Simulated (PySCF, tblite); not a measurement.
# C12H9F: NMR shifts, part 2 of 2

tblite 0.8.0 and PySCF 2.14.0. Atoms count from 0. Earlier steps stand in the parts before.

## 5. NMR shifts: GIAO KT3/pcSseg-2

The job: settings as JSON, then the geometry in Å.

```
{"job": {"kind": "nmr", "xc": "KT3", "basis": "pcSseg-2", "pop": false}, "charge": 0, "multiplicity": 1}
F     -0.283589     2.882799     0.536771
C     -0.958406     1.760845     0.277292
C     -2.344785     1.828988     0.248373
C     -3.080814     0.674987    -0.004942
C     -2.418727    -0.531860    -0.224232
C     -1.028431    -0.577312    -0.186837
C     -0.256225     0.567242     0.064492
C      1.220896     0.495669     0.117305
C      1.847625    -0.599842     0.729139
C      3.235484    -0.703017     0.764293
C      4.025527     0.289778     0.187505
C      3.415377     1.385609    -0.421052
C      2.027965     1.490724    -0.454669
H     -2.824316     2.792221     0.432195
H     -4.171663     0.722619    -0.033061
H     -2.986406    -1.441031    -0.432780
H     -0.511289    -1.520100    -0.379406
H      1.235677    -1.371081     1.203044
H      3.702491    -1.561529     1.253024
H      5.114948     0.211400     0.214872
H      4.026286     2.167826    -0.878149
H      1.561795     2.350569    -0.937315
```

Level: GIAO KT3/pcSseg-2 NMR shielding, non-relativistic, gas phase.

Standard output:

```text
start: PBE on a coarse grid of 18823 points
cycle   1  E = -561.9089439782  dE =  1.828e+00  |g| = 7.698e-01  |ddm| = 4.109e+00
cycle   2  E = -561.7024208028  dE =  2.065e-01  |g| = 1.210e+00  |ddm| = 2.388e+00
cycle   3  E = -562.0348849242  dE = -3.325e-01  |g| = 2.538e-01  |ddm| = 1.583e+00
cycle   4  E = -562.0499201415  dE = -1.504e-02  |g| = 1.097e-01  |ddm| = 4.054e-01
cycle   5  E = -562.0530730977  dE = -3.153e-03  |g| = 3.863e-02  |ddm| = 1.648e-01
cycle   6  E = -562.0534098329  dE = -3.367e-04  |g| = 1.475e-02  |ddm| = 4.889e-02
cycle   7  E = -562.0534532274  dE = -4.339e-05  |g| = 6.628e-03  |ddm| = 1.861e-02
final grid: 177571 points
cycle   8  E = -571.6160601483  dE = -4.560e-02  |g| = 1.763e-01  |ddm| = 6.104e+00
cycle   9  E = -571.6017018312  dE =  1.436e-02  |g| = 3.455e-01  |ddm| = 6.503e-01
cycle  10  E = -571.6203780393  dE = -1.868e-02  |g| = 2.568e-02  |ddm| = 4.745e-01
cycle  11  E = -571.6204567015  dE = -7.866e-05  |g| = 1.945e-02  |ddm| = 5.128e-02
cycle  12  E = -571.6205549032  dE = -9.820e-05  |g| = 6.139e-03  |ddm| = 2.210e-02
cycle  13  E = -571.6205652332  dE = -1.033e-05  |g| = 1.459e-03  |ddm| = 8.584e-03
cycle  14  E = -571.6205668203  dE = -1.587e-06  |g| = 6.767e-04  |ddm| = 2.023e-03
cycle  15  E = -571.6205664626  dE =  3.577e-07  |g| = 1.871e-04  |ddm| = 1.042e-03
cycle  16  E = -571.6205669928  dE = -5.302e-07  |g| = 7.272e-05  |ddm| = 7.129e-04
converged SCF energy = -571.6205669928

GIAO shielding tensors (ppm)
atom      isotropic    diamagn.    paramagn.     s11        s22        s33       span
  0 F      281.949     472.342    -190.393    204.533    263.492    377.821    173.288
  1 C       19.472     257.399    -237.926    -49.674     29.258     78.833    128.507
  2 C       67.727     259.318    -191.591    -12.940     57.414    158.708    171.647
  3 C       55.238     255.834    -200.596    -44.392     45.898    164.206    208.598
  4 C       59.915     259.294    -199.378    -42.066     53.696    168.115    210.181
  5 C       52.880     265.146    -212.266    -40.558     44.128    155.069    195.627
  6 C       52.303     267.294    -214.991     -7.424     13.586    150.747    158.171
  7 C       45.749     261.287    -215.538    -44.281     21.965    159.563    203.844
  8 C       55.049     265.431    -210.383    -41.831     47.362    159.615    201.446
  9 C       54.667     257.197    -202.530    -50.580     47.584    166.998    217.577
 10 C       56.160     255.272    -199.111    -47.511     47.091    168.902    216.413
 11 C       55.734     255.261    -199.527    -47.723     47.326    167.600    215.324
 12 C       52.758     263.850    -211.091    -44.065     39.997    162.342    206.407
 13 H       24.345      27.601      -3.257     21.192     24.414     27.428      6.237
 14 H       24.122      25.072      -0.950     20.875     24.788     26.703      5.828
 15 H       24.251      30.613      -6.362     20.997     24.655     27.101      6.104
 16 H       23.911      38.968     -15.057     19.549     22.934     29.250      9.701
 17 H       23.937      38.703     -14.766     19.687     22.755     29.369      9.682
 18 H       23.942      28.204      -4.262     20.645     24.073     27.109      6.464
 19 H       24.080      22.293       1.788     21.032     24.424     26.785      5.754
 20 H       23.994      25.433      -1.438     20.670     24.223     27.090      6.420
 21 H       23.523      35.057     -11.534     18.742     22.267     29.560     10.817
```

Wall time 49 s (2 threads of Intel Xeon Platinum 8259CL at 2.50GHz, shared host); peak memory 1.2 GiB.

## 6. NMR shifts: GIAO PBE0/pcSseg-1 in chloroform

The job, as its differences from that of step 5:

```diff
@@ -1,2 +1,2 @@
-{"job": {"kind": "nmr", "xc": "KT3", "basis": "pcSseg-2", "pop": false}, "charge": 0, "multiplicity": 1}
+{"job": {"kind": "nmr", "xc": "PBE0", "basis": "pcSseg-1", "pop": false, "solvent": "chloroform"}, "charge": 0, "multiplicity": 1}
 F     -0.283589     2.882799     0.536771
```

Method: GIAO PBE0/pcSseg-1 NMR shielding, non-relativistic, IEF-PCM chloroform.

Standard output:

```text
start: PBE on a coarse grid of 18823 points
cycle   1  E = -561.5654702054  dE =  1.843e+00  |g| = 6.972e-01  |ddm| = 4.974e+00
cycle   2  E = -561.4248852615  dE =  1.406e-01  |g| = 1.050e+00  |ddm| = 1.767e+00
cycle   3  E = -561.6716115308  dE = -2.467e-01  |g| = 2.313e-01  |ddm| = 1.165e+00
cycle   4  E = -561.6860364708  dE = -1.442e-02  |g| = 6.251e-02  |ddm| = 3.062e-01
cycle   5  E = -561.6869568301  dE = -9.204e-04  |g| = 2.941e-02  |ddm| = 9.450e-02
cycle   6  E = -561.6871687226  dE = -2.119e-04  |g| = 7.241e-03  |ddm| = 3.308e-02
final grid: 177571 points
cycle   7  E = -561.8323068068  dE = -7.255e-03  |g| = 5.276e-02  |ddm| = 5.228e-01
cycle   8  E = -561.8319998711  dE =  3.069e-04  |g| = 6.935e-02  |ddm| = 1.225e-01
cycle   9  E = -561.8329238878  dE = -9.240e-04  |g| = 9.775e-03  |ddm| = 7.800e-02
cycle  10  E = -561.8329406320  dE = -1.674e-05  |g| = 3.411e-03  |ddm| = 1.129e-02
cycle  11  E = -561.8329436586  dE = -3.027e-06  |g| = 1.183e-03  |ddm| = 4.215e-03
cycle  12  E = -561.8329472353  dE = -3.577e-06  |g| = 2.895e-04  |ddm| = 1.570e-03
cycle  13  E = -561.8329469571  dE =  2.782e-07  |g| = 4.016e-05  |ddm| = 3.757e-04
converged SCF energy = -561.8329469571

GIAO shielding tensors (ppm)
atom      isotropic    diamagn.    paramagn.     s11        s22        s33       span
  0 F      301.577     478.662    -177.086    225.024    283.233    396.473    171.449
  1 C       17.589     247.774    -230.185    -64.368     32.485     84.651    149.019
  2 C       62.932     257.247    -194.314    -24.182     47.781    165.198    189.380
  3 C       49.230     255.711    -206.481    -57.218     31.979    172.930    230.148
  4 C       54.539     254.027    -199.488    -54.257     41.353    176.521    230.778
  5 C       47.517     252.895    -205.378    -52.711     33.056    162.206    214.917
  6 C       50.523     262.216    -211.693    -17.465     11.424    157.609    175.074
  7 C       43.239     255.963    -212.723    -55.905     18.781    166.841    222.746
  8 C       49.840     251.710    -201.871    -53.870     36.879    166.509    220.380
  9 C       49.676     253.348    -203.672    -62.392     35.838    175.582    237.975
 10 C       50.651     254.133    -203.482    -60.034     34.747    177.241    237.275
 11 C       50.770     253.341    -202.571    -59.693     36.045    175.956    235.649
 12 C       48.632     249.427    -200.795    -54.674     30.614    169.957    224.630
 13 H       23.788      28.711      -4.923     20.022     24.253     27.089      7.066
 14 H       23.603      28.610      -5.008     20.119     24.743     25.946      5.827
 15 H       23.721      30.521      -6.800     20.165     24.576     26.422      6.257
 16 H       23.532      33.959     -10.427     18.699     22.890     29.008     10.309
 17 H       23.553      33.448      -9.896     18.826     22.650     29.182     10.356
 18 H       23.478      29.260      -5.782     19.901     24.023     26.511      6.610
 19 H       23.601      27.207      -3.606     20.276     24.452     26.074      5.798
 20 H       23.548      28.015      -4.467     19.943     24.163     26.539      6.597
 21 H       23.282      32.524      -9.242     18.170     22.284     29.392     11.222
```

Wall time 21 s (2 threads of Intel Xeon Platinum 8259CL at 2.50GHz, shared host); peak memory 0.97 GiB.

## 7. Outcome

What follows sums up all 2 parts.

| quantity | value |
| --- | --- |
| point group | C1 |
| rotational constants (main isotopes) | 1.90, 0.53, 0.44 GHz |
| 13C shifts against TMS (PBE0/pcSseg-2, means over atoms taken as alike) | 172.1, 147.1, 140.7, 140.0, 139.3, 138.1, 137.8, 137.0, 132.8, 124.7 ppm |
| 1H shifts against TMS (PBE0/pcSseg-2, means over atoms taken as alike) | 7.93, 7.76, 7.69, 7.59, 7.53, 7.41, 7.31 ppm |
| 19F shifts against CFCl3 (PBE0/pcSseg-2) | -120.3 ppm |
| measured, and computed on the same scale | F0 δ -118.6, -120.3 ppm |

Relaxing lowered the energy by 0.070 eV in 6 steps; the close pair that moved most is F0–C1, from 1.352 to 1.335 Å (PBE0/def2-SVP). No frequency check was run at this level, so the end point may be a saddle. The one measured 19F shift is missed by -1.7 ppm (computed less measured, unscaled). Vibration, temperature and solvent are missing from the calculation, and it holds one conformer, so part of the miss against the measured shifts is not the functional's. NICS(1)zz of -26 ppm above the planar ring from C1 marks a diatropic (aromatic) ring current. NICS(1)zz of -28 ppm above the planar ring from C7 marks a diatropic (aromatic) ring current.
